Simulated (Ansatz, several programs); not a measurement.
BP in the zincblende structure, relaxed with r2SCAN in Ansatz (plane waves, PAW): the symmetry is F-43m (No. 216, cubic); a = 4.537 Å in the conventional setting, 11.67 Å³ an atom. B is surrounded by 4 P at 1.96 Å; P is surrounded by 4 B at 1.96 Å. The cell was then scaled with its shape and fractional coordinates held. (Simulation; spin polarisation is off.)

```csv
V (Å³/atom),E (meV/atom)
10.971,24.52
11.671,0.00
12.021,5.29
12.371,20.23
```

Question: Pass a cubic E = c₀ + c₁u + c₂u² + c₃u³, with u = V − 11.758 Å³, through these points.

Answer: c₀ = 0.33, c₁ = +7.674, c₂ = 44.103, c₃ = -5.9767 (meV and Å³).

Question: Where is the minimum, and what bulk modulus follows?

Answer: dE/du = 0 at u = -0.086, so V₀ = 11.67 Å³. B = V₀ d²E/dV² = 11.67 × (2c₂ + 6c₃u) = 11.67 × 91.273 = 1065 meV/Å³, and 1 meV/Å³ is 0.16022 GPa: 171 GPa. A third-order Birch-Murnaghan fit to all five points gives 11.67 Å³ and 169 GPa.

Question: Predict the energy and the pressure at the withheld volume, 11.321 Å³.

Answer: With u = -0.437: E ≈ 5.90 meV and P = −dE/dV ≈ +5.49 GPa. The run gives 5.84 meV and, from its stress, +5.47 GPa.
